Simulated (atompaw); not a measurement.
# A PAW (atompaw) potential for gadolinium, from input to tests

Task: generate the file, and judge it by its logarithmic derivatives, its ghosts and its cutoff.

The numbers are computed with atompaw 4.2.0.5 (PBEsol, scalar-relativistic, spin-unpolarised reference atom).

### 1 The atom and the settings

The settings as typed:

| Property | Result |
| --- | --- |
| element | gadolinium (Gd, Z = 64) |
| type | PAW |
| frozen core | [Kr] 4d10 |
| valence charge | 18 |
| reference configuration | 4f7 5s2 5p6 5d1 6s2 6p0 |
| partial waves | 5s (bound): rc 1.75 bohr; 6s (bound): rc 2.55 bohr; 5p (bound): rc 2.55 bohr; 6p (bound, empty): rc 2.55 bohr; 5d (bound): rc 2.15 bohr; 5d channel at 1.4 Ry: rc 2.55 bohr; 4f (bound): rc 1.15 bohr; 4f channel at 0.05 Ry: rc 1.15 bohr |
| local potential | troulliermartins scheme with l = 4 at 0 Ry, radius 2.30 bohr |
| core correction | smooth core density matched at 1.85 bohr |
| augmentation charge | besselshape compensation charge, radius 2.30 bohr; PAW radius 2.55 bohr; waves and projectors: custom rrkj vanderbiltortho |

The nodes and maxima of the atom's own shells, from an earlier all-electron run, set the scale for the radii.

All-electron outer shells of the reference configuration (PBEsol, scalar-relativistic, ld1.x):

| shell | level (eV) | outermost node (bohr) | outermost maximum (bohr) |
| --- | --- | --- | --- |
| 4p | -276.08 | 0.29 | 0.54 |
| 4d | -147.59 | 0.27 | 0.56 |
| 5s | -49.77 | 0.65 | 1.20 |
| 5p | -27.28 | 0.70 | 1.35 |
| 4f | -8.73 | – | 0.56 |
| 6s | -4.15 | 1.60 | 3.37 |
| 5d | -2.56 | 0.79 | 1.97 |
| 6p | -1.31 | 1.92 | 4.55 |

### 2 Generation

Input file Gd.input:

```
Gd 64
GGA-PBESOL scalarrelativistic loggrid 2001 logderivrange -6 5 276
6 6 5 4 0 0
6 1 0
5 2 1
4 3 7
0 0 0
c
c
c
c
v
v
c
c
c
v
v
c
c
v
v
3
2.55 2.30 2.30 1.85
n
n
y
1.4
n
y
0.05
n
custom rrkj vanderbiltortho besselshape
4 0 troulliermartins
1.75
2.55
2.55
2.55
2.15
2.55
1.15
1.15
PWSCFOUT
UPFDX 0.0125d0 UPFXMIN -7.d0 UPFZMESH 64.d0
END
```

Started as:

```sh
$ atompaw < Gd.input > Gd.log
```

Before running it: what results should come out? Wanted: cutoffs for 10 and 1 mRy, occupied levels; bound ghosts; largest phase difference near zero energy, channels read; lowest eigenvalue of the overlap; share of valence orbitals outside the PAW sphere; UPF file.

**Answer**, as computed:

| quantity | value |
| --- | --- |
| cutoffs for 10 and 1 mRy, occupied levels | 140 Ry and 230 Ry |
| bound ghosts | none found |
| largest phase difference near zero energy, channels read | 0.127 rad |
| lowest eigenvalue of the overlap (Bessel basis) | 0.005 (p) |
| share of valence orbitals outside the PAW sphere | 5s 1 %, 6s 87 %, 5p 5 %, 6p 96 %, 5d 50 %, 4f 1 % |
| UPF file | written |

The overlap operator is nearly singular (0.005). It counts as very hard, with 140 Ry needed at the looser tolerance. The slowest occupied level is 4f: taken alone it needs 160 Ry to come within 1 mRy, against 21 Ry for 5d. The Bessel-basis test finds no level below the valence levels. Of the channels read, s scatters worst near zero energy, by up to 0.13 rad. In the s channel the atom's pole at 4.27 Ry sits lower, at 1.49 Ry, in the pseudo curve. These are tests on the free atom; a crystal test is still owed.
